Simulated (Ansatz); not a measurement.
# BGaH6SSi: up Jacob's ladder to CCSD(T)

The task here is to estimate one member of a computed series from the others.

Method: functionals in def2-TZVPP, the program's frozen cores in correlated methods; program: Ansatz 0.2.0, Gaussian basis.

Levels to be run: LDA (SPW92), PBE-D4, revPBE-D4, BLYP-D4, r2SCAN-D4, B97M-V, PBE0-D4, B3LYP-D4, r2SCANh-D4, r2SCAN0-D4, HSE06-D4, BHLYP-D4, CAM-B3LYP-D4, LC-ωPBE, ωB97X-V, ωB97M-V, B2PLYP, PBE-QIDH; CCSD(T)/def2-SVP; CCSD(T)/def2-TZVPP; MP2/def2-QZVPP; extrapolation to the limit; RPA on PBE.

## The relaxed structure

All runs share one geometry, relaxed beforehand with PBE0-D4 in a triple-zeta def2 set.

SMILES `B[S][GaH][SiH3]`, 10 atoms, charge 0, spin multiplicity 1.

Atoms are counted from 1 here; the program's logs count them from 0.

Bond lengths: B1–S2 1.779 Å, B1–H5 1.194 Å, B1–H6 1.196 Å, S2–Ga3 2.237 Å, Ga3–Si4 2.409 Å, Ga3–H7 1.569 Å, Si4–H8 1.488 Å, Si4–H9 1.489 Å, Si4–H10 1.487 Å. Angles: S2–B1–H5 117.4°, S2–B1–H6 121.8°, H5–B1–H6 120.7°, B1–S2–Ga3 101.7°, S2–Ga3–Si4 118.7°, S2–Ga3–H7 112.9°, Si4–Ga3–H7 128.5°, Ga3–Si4–H8 110.4°, Ga3–Si4–H9 110.2°, Ga3–Si4–H10 110.5°, H8–Si4–H9 108.4°, H8–Si4–H10 108.8°, H9–Si4–H10 108.4°.

As a file:

```
B    -0.5520    1.8565   -1.0041
S     0.9205    1.2108   -1.7659
Ga    1.2668   -0.6512   -0.5750
Si   -0.2758   -1.1965    1.1930
H    -0.9934    2.8771   -1.4381
H    -1.0872    1.2983   -0.0923
H     2.5389   -1.4442   -1.0397
H    -1.6491   -1.3710    0.6487
H     0.1313   -2.4642    1.8585
H    -0.3000   -0.1157    2.2148
```

Set-up of the first run:

Contents of in.yaml:

```yaml
crystal:
  periodic: [false, false, false]
  atoms:
    - {symbol: B, position_ang: [-0.552028, 1.856537, -1.004115]}
    - {symbol: S, position_ang: [0.920494, 1.210795, -1.765892]}
    - {symbol: Ga, position_ang: [1.266844, -0.651197, -0.574954]}
    - {symbol: Si, position_ang: [-0.275797, -1.196467, 1.193024]}
    - {symbol: H, position_ang: [-0.993374, 2.877114, -1.438062]}
    - {symbol: H, position_ang: [-1.087203, 1.298350, -0.092270]}
    - {symbol: H, position_ang: [2.538895, -1.444158, -1.039696]}
    - {symbol: H, position_ang: [-1.649107, -1.371047, 0.648699]}
    - {symbol: H, position_ang: [0.131294, -2.464221, 1.858494]}
    - {symbol: H, position_ang: [-0.300018, -0.115717, 2.214772]}
basis:
  gaussian: {orbitals: def2-TZVPP}
hamiltonian: {xc: lda}
output: {orbitals: {seedname: orbitals}}
```

The run is started by

```sh
$ ansatz run in.yaml --threads 2 --pin off --events-out ev --progress --plain --max-ram 32768MiB --backend cpu
```

Steps of the session up to this table: LDA; PBE-D4 (GGA); revPBE-D4 (GGA); BLYP-D4 (GGA); r2SCAN-D4 (meta-GGA); B97M-V (meta-GGA); PBE0-D4 (hybrid); B3LYP-D4 (hybrid); r2SCANh-D4 (hybrid); r2SCAN0-D4 (hybrid); HSE06-D4 (hybrid); BHLYP-D4 (hybrid); CAM-B3LYP-D4 (range-separated); LC-ωPBE (range-separated); ωB97X-V (range-separated); ωB97M-V (range-separated); B2PLYP (double hybrid); PBE-QIDH (double hybrid).

One table of the session follows, with a row left open; its other results are not shown here.

It belongs to the step «Frontier levels by functional». 

```
  functional  HOMO (eV)  LUMO (eV)  gap (eV)
 LDA (SPW92)      -6.76      -3.32      3.44
      PBE-D4      -6.64      -3.06      3.58
   revPBE-D4          ?          ?         ?
     BLYP-D4      -6.48      -2.95      3.53
   r2SCAN-D4      -6.88      -2.86      4.03
      B97M-V      -6.99      -3.00      3.99
     PBE0-D4      -7.71      -2.25      5.46
    B3LYP-D4      -7.49      -2.47      5.02
  r2SCANh-D4      -7.28      -2.57      4.71
  r2SCAN0-D4      -7.87      -2.15      5.72
    HSE06-D4      -7.32      -2.62      4.70
    BHLYP-D4      -8.65      -1.42      7.23
CAM-B3LYP-D4      -8.92      -1.29      7.63
     LC-ωPBE     -10.22      -0.18     10.04
     ωB97X-V      -9.90      -0.31      9.59
     ωB97M-V      -9.71      -0.50      9.20
```

**Question.** Estimate the row for revPBE-D4.

**Answer.** HOMO (eV): -6.60; LUMO (eV): -2.95; gap (eV): 3.64. In the column «HOMO (eV)» it lies between PBE-D4 (-6.64) and BLYP-D4 (-6.48).
